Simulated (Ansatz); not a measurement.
**SiGeHO+ (quintet): wave-function methods side by side, cc-pVDZ**

One table from this session's results is given with a row withheld; the runs are named, their logs left out.

Computed with Ansatz 0.2.0, Gaussian basis. Level: cc-pVDZ, core rule «outside noble gas», up to 20 orbitals frozen.

Plan: UHF; CCSD(T) on ROHF; CCSD(T) on UHF; BCCD(T) on ROHF; CISD; CCSDT(Q) on ROHF; CCSDT(Q) on UHF.

22 further runs of the same task are left out: 9 that didn't finish, 13 set aside as unsound or not needed.

### The system

The geometry is a PBE0/def2-TZVP stationary point (not a proven minimum) of the parent state, kept for this charge and spin. No spin-orbit coupling is included. The filled d shell of Ge may be among the frozen orbitals whatever the setting's name suggests; the logs give the count.

4 atoms, charge 1, spin multiplicity 5.

Atoms are counted from 1 here; the program's logs count them from 0.

Bond lengths: Ge1–Si2 2.398 Å, Si2–O3 1.648 Å, O3–H4 0.961 Å. Angles: Ge1–Si2–O3 111.2°, Si2–O3–H4 119.3°.

Coordinates:

```
Ge    0.0000   -0.0870    1.0333
Si    0.0000    0.6235   -1.2570
O     0.0000   -0.6673   -2.2813
H     0.0000   -0.5139   -3.2303
```

Set-up of the first run:

in.yaml reads:

```yaml
crystal:
  periodic: [false, false, false]
  atoms:
    - {symbol: Ge, position_ang: [0.000000, -0.086975, 1.033304]}
    - {symbol: Si, position_ang: [0.000000, 0.623522, -1.256992]}
    - {symbol: O, position_ang: [0.000000, -0.667282, -2.281334]}
    - {symbol: H, position_ang: [0.000000, -0.513860, -3.230336]}
basis:
  gaussian: {orbitals: cc-pVDZ}
total_charge: 1
magnetization: {spin_polarized: true, initial_magnetization: 4}
hamiltonian: {xc: hf}
output: {orbitals: {seedname: orbitals}}
```

Run with:

```bash
ansatz run in.yaml --threads 1 --pin off --events-out ev --progress --plain --max-ram 2393MiB
```

Among the steps run: UHF; CCSD(T) on ROHF; CCSD(T) on UHF; BCCD(T) on ROHF; CISD; CCSDT(Q) on ROHF; CCSDT(Q) on UHF.

One table of the session follows, with a row left open; its other results are not shown here.

| method | from RCCSDT(Q) (kJ/mol) |
| --- | --- |
| ROHF | +858.9 |
| UHF | +851.1 |
| RMP2 | +100.9 |
| UMP2 | +99.0 |
| CISD | +112.5 |
| RCCSD | +36.8 |
| UCCSD | +34.9 |
| RCCSD(T) | +7.3 |
| UCCSD(T) | +5.6 |
| BCCD(T) | +6.9 |
| RCCSDT | +2.7 |
| UCCSDT | ? |
| RCCSDT(Q) | 0 |
| UCCSDT(Q) | -2.3 |

Q: Estimate the row for UCCSDT from the others.

**Answer.** from RCCSDT(Q) (kJ/mol): +1.0. In the column «from RCCSDT(Q) (kJ/mol)» it lies between RCCSDT(Q) (0) and RCCSDT (+2.7).

To keep in mind: Restricted and unrestricted rows rest on different reference determinants; where their highest levels disagree by more than a few hundredths of an eV, they describe different states and don't form one ladder.
